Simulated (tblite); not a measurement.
# C7H12BF: the cost of one run

Computed with tblite 0.8.0 and PySCF 2.14.0, with density-fitted response routines of our own, on a single molecule, in the gas phase or a continuum. Atoms are numbered from 0 throughout.

**1. The starting structure**

21 atoms, charge 0, multiplicity 1; geometry from: force field or distance geometry start.

Bonds of the start (Å): F0–C1 1.37, C1–C2 1.31, C2–C3 1.47, C3–C4 1.47, C4–B5 1.60, B5–C6 1.57, C6–C7 1.52, C7–C8 1.50, C8–C3 1.54, C1–H9 1.08, C2–H10 1.11, C3–H11 1.12, C4–H12 1.08, C4–H13 1.12, B5–H14 1.19, C6–H15 1.09, C6–H16 1.11, C7–H17 1.11, C7–H18 1.12, C8–H19 1.13, C8–H20 1.10.

**2. Relaxing the molecule with GFN2-xTB**

Job settings and geometry (Å):

```
{"job": {"kind": "relax", "xc": "GFN2-xTB", "basis": "xTB"}, "charge": 0, "multiplicity": 1}
F      4.281000    -0.514700    -0.012300
C      3.020700     0.016500     0.104700
C      1.974100    -0.533100    -0.463700
C      0.594000    -0.030600    -0.396000
C      0.345700     1.290800     0.208500
B     -1.060700     1.207100     0.975200
C     -2.264100     0.503000     0.259200
C     -1.759600    -0.863600    -0.173400
C     -0.335600    -1.091800     0.230300
H      2.912400     0.898400     0.717100
H      2.151900    -1.441600    -1.067200
H      0.230000     0.014200    -1.455800
H      1.042300     1.690700     0.931900
H      0.196600     2.079800    -0.578300
H     -1.005600     1.150800     2.161600
H     -2.700800     1.070700    -0.557500
H     -3.072700     0.332100     1.005500
H     -1.931600    -0.968200    -1.261100
H     -2.369100    -1.624900     0.367400
H     -0.225000    -1.108300     1.354700
H     -0.033000    -2.060400    -0.196400
```

Command:

```
$ OMP_NUM_THREADS=1 python probes_run.py task.json out
```

One launch serves the whole session: the jobs run in the order shown.

Q: Estimate the wall time and peak memory of this first job on 1 thread of Arm Neoverse N1, shared host.

About 1.5 s, with a peak of 0.18 GiB.
